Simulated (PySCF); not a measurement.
# PBr3 (phosphorus tribromide): levels of theory compared

Wanted: a comparison of 3 runs (HF/def2-SVP, wB97X/def2-SVP, M06-2X/6-311G**) of PBr3 (phosphorus tribromide). The job is set up through a Python script.

The results are computed with PySCF 2.14.0.

2 further runs of the same task are left out: 1 that didn't finish, 1 set aside as unsound or not needed.

**1. The molecule**

PBr3 has 4 atoms, charge 0, and is taken as a singlet. As SMILES, `BrP(Br)Br`. The shape is that of a GFN2-xTB optimisation.

Bond lengths: Br1–P2 2.222 Å, P2–Br3 2.223 Å, P2–Br4 2.223 Å. Angles: Br1–P2–Br3 100.9°, Br1–P2–Br4 100.9°, Br3–P2–Br4 100.8°.

**2. Energy and gradient at HF/def2-SVP (run 1)**

Input file run.py:

```python
import pyscf.grad
from pyscf import gto, scf

molecule = gto.M(
    atom='''
Br    -0.345442     0.871750     3.651121
P     -1.202565    -0.775147    -0.115897
Br     2.420701    -2.719410    -0.972491
Br    -0.872694     2.622808    -2.562714
''',
    unit='bohr',
    max_memory=1860,
    verbose=4,
    basis='def2-svp',
)

calc0 = scf.RHF(molecule)
calc0.conv_tol = 1e-10
calc0.kernel()
if not calc0.converged:
    calc0 = calc0.newton().run(calc0.mo_coeff, calc0.mo_occ)

energy = calc0.e_tot
print('E = %.10f Eh' % energy)
grad = calc0.Gradients().kernel()
calc0.analyze()
```

The run is started by

```bash
$ OMP_NUM_THREADS=1 python run.py
```

The program printed:

```text
PySCF version 2.14.0

[... 89 lines left out ...]
MO #9   energy= -58.5385885490014  occ= 2
[... 20 lines left out ...]
MO #30  energy= -5.52428180044291  occ= 2
[... 20 lines left out ...]
MO #51  energy= -0.78098638580575  occ= 2
[... 20 lines left out ...]
MO #72  energy= 0.560250321505816  occ= 0
[... 20 lines left out ...]
MO #93  energy= 0.987646411234673  occ= 0
[... 20 lines left out ...]
MO #114 energy= 4.19545519997405   occ= 0
[... 121 lines left out ...]
Dipole moment(X, Y, Z, Debye): -0.52380, -0.33649, -0.04863
```

Wall time 44 s (1 thread of Intel Xeon at 2.50GHz (Skylake/Cascade Lake), shared host); peak memory 0.28 GiB.

**3. Energy and forces at wB97X/def2-SVP (run 2)**

Input file job.py:

```python
import pyscf.grad
from pyscf import gto, dft

system = gto.M(
    atom='Br -0.182800 0.461310 1.932090; P -0.636370 -0.410190 -0.061330; Br 1.280980 -1.439050 -0.514620; Br -0.461810 1.387930 -1.356130',
    basis='def2-svp',
    verbose=3,
    spin=0,
    max_memory=1860,
)

myscf = dft.RKS(system, xc='wb97x')
myscf.grids.level = 5
myscf.conv_tol = 1e-10
myscf.kernel()
if not myscf.converged:
    myscf = myscf.newton().run(myscf.mo_coeff, myscf.mo_occ)

etot = myscf.e_tot
print('E = %.10f Eh' % etot)
grad = myscf.Gradients().kernel()
myscf.analyze()
```

The run is started by

```bash
$ OMP_NUM_THREADS=1 python job.py
```

The program printed:

```text
converged SCF energy = -8062.91229719132
[... 22 lines left out ...]
MO #14  energy= -56.3276922771971  occ= 2
[... 19 lines left out ...]
MO #34  energy= -2.76597930391263  occ= 2
[... 19 lines left out ...]
MO #54  energy= -0.497068585348195 occ= 2
[... 19 lines left out ...]
MO #74  energy= 0.592426777482942  occ= 0
[... 19 lines left out ...]
MO #94  energy= 0.965945900903554  occ= 0
[... 19 lines left out ...]
MO #114 energy= 3.83120313482927   occ= 0
[... 5 lines left out ...]
Dipole moment(X, Y, Z, Debye): -0.35543, -0.22795, -0.03243
```

Wall time 2.9 min (1 thread of Intel Xeon at 2.50GHz (Skylake/Cascade Lake), shared host); peak memory 1.2 GiB.

**4. Energy and gradient at M06-2X/6-311G(d,p) (run 3)**

Input file mol.xyz:

```xyz
4
Br3P
Br    -0.182800     0.461310     1.932090
P     -0.636370    -0.410190    -0.061330
Br     1.280980    -1.439050    -0.514620
Br    -0.461810     1.387930    -1.356130
```

Input file run.py:

```python
from pyscf import gto, dft

mol = gto.Mole()
mol.atom = 'mol.xyz'
mol.max_memory = 1860
mol.basis = '6-311g**'
mol.verbose = 3
mol.build()

mf = dft.RKS(mol, xc='m06-2x')
mf.grids.level = 5
mf.conv_tol = 1e-10
mf.kernel()
if not mf.converged:
    mf = mf.newton().run(mf.mo_coeff, mf.mo_occ)

etot = mf.e_tot
print('Final energy', etot)
grad = mf.nuc_grad_method().kernel()
mf.analyze()
```

The run is started by

```bash
$ OMP_NUM_THREADS=1 python run.py
```

The program printed:

```text
converged SCF energy = -8063.90693635172
[... 31 lines left out ...]
MO #23  energy= -6.86791446424399  occ= 2
[... 26 lines left out ...]
MO #50  energy= -0.885343687274109 occ= 2
[... 26 lines left out ...]
MO #77  energy= 0.456577921671155  occ= 0
[... 26 lines left out ...]
MO #104 energy= 1.9200315401416    occ= 0
[... 26 lines left out ...]
MO #131 energy= 7.53180894988107   occ= 0
[... 26 lines left out ...]
MO #158 energy= 1020.70267388028   occ= 0
[... 5 lines left out ...]
Dipole moment(X, Y, Z, Debye): -0.58645, -0.37663, -0.05464
```

Wall time 3.2 min (1 thread of Intel Xeon at 2.50GHz (Skylake/Cascade Lake), shared host); peak memory 1.9 GiB.

**5. All runs side by side**

| run | level | integration grid | energy (Eh) | dipole moment (D) | HOMO energy (eV) | LUMO energy (eV) | wall time |
| --- | --- | --- | --- | --- | --- | --- | --- |
| 1 | HF/def2-SVP | – | -8056.982973 | 0.62 | -10.39 | 1.64 | 44 s |
| 2 | wB97X/def2-SVP | 5 | -8062.912297 | 0.42 | -10.01 | 0.14 | 2.9 min |
| 3 | M06-2X/6-311G** | 5 | -8063.906936 | 0.70 | -9.14 | -1.51 | 3.2 min |

**6. Summary of results**

| quantity | value |
| --- | --- |
| run 3: total energy | -8063.90694 Eh |
| run 3: dipole moment | 0.70 D |
| run 3: HOMO energy | -9.14 eV |
| run 3: LUMO energy | -1.51 eV |
| run 3: HOMO–LUMO gap | 7.63 eV |
| run 3: largest force on an atom | 0.312 eV/Å |

The dipole moment (its size) runs from 0.42 D (wB97X/def2-SVP) to 0.70 D (M06-2X/6-311G**). The two ends differ in method and basis. The HOMO–LUMO gap runs from 7.63 eV (M06-2X/6-311G**) to 12.03 eV (HF/def2-SVP). Totals of different functionals can't be ranked against each other. All runs together took 6.8 min, the longest 3.2 min.
